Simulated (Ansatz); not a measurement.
# BN: the cost of one run

Program: Ansatz 0.2.0. Level of theory: DFT LDA, scalar-relativistic, plane waves, PAW. These are calculated values, not measurements.

3 further runs of the same task are left out: 2 that didn't finish, 1 set aside as unsound or not needed.

## (1) Starting point

The structure is hexagonal, space group P6_3/mmc (No. 194). Conventional cell: a = 2.489 Å, b = 2.489 Å, c = 6.491 Å, α = 90.00°, β = 90.00°, γ = 120.00°. B (site symmetry -6m2) has 3 N at 1.44 Å as nearest neighbours. N (site symmetry -6m2) is surrounded by 3 B at 1.44 Å.

Structure file:

```cif
data_structure
_symmetry_space_group_name_H-M 'P6_3/mmc'
_symmetry_Int_Tables_number 194
_cell_length_a 2.4889
_cell_length_b 2.4889
_cell_length_c 6.4906
_cell_angle_alpha 90.000
_cell_angle_beta 90.000
_cell_angle_gamma 120.000
_cell_volume 34.82
loop_
_atom_site_label
_atom_site_type_symbol
_atom_site_symmetry_multiplicity
_atom_site_Wyckoff_symbol
_atom_site_fract_x
_atom_site_fract_y
_atom_site_fract_z
_atom_site_occupancy
B1 B 2 c 0.33333 0.66667 0.25000 1
N1 N 2 d 0.33333 0.66667 0.75000 1
```

This cell was relaxed beforehand with the same method: volume 8.71 Å³/atom, gap on the mesh 4.07 eV.

## (2) Relaxing at 5 GPa

At a set pressure the run lowers the enthalpy E + PV, so the energy alone may rise along the way.

input.yaml reads:

```yaml
crystal:
  lattice:
    - [2.4889462255, 0.0, 0.0]
    - [-1.2444731128, 2.15549066, 0.0]
    - [0.0, 0.0, 6.4906393687]
  atoms:
    - { symbol: B, position: [0.3333333333, 0.6666666667, 0.25] }
    - { symbol: B, position: [0.6666666667, 0.3333333333, 0.75] }
    - { symbol: "N", position: [0.3333333333, 0.6666666667, 0.75] }
    - { symbol: "N", position: [0.6666666667, 0.3333333333, 0.25] }
basis:
  ecutwfc: 420
kpoints:
  mp_grid: { grid: [12, 12, 4] }
hamiltonian:
  xc: lda
scf:
  occupations: { method: fixed }
output:
  forces: true
  stress: true
  eigenvalues: true
relax:
  adjacent_minimum: "off"
  f_tol: 0.001
  max_steps: 60
  cell: { stress_tol: 0.02, p_target: 5.0 }
```

Run with:

```bash
> ansatz run input.yaml --threads 1 --pin off --max-ram 3072MiB --backend cpu --events-out ev --progress --plain --runs-dir out
```

**Question.** How long does this run take on 1 thread of Intel Xeon Platinum 8488C (Sapphire Rapids), shared host, and how much memory does it need?

About 15 s, with a peak of 0.33 GiB.
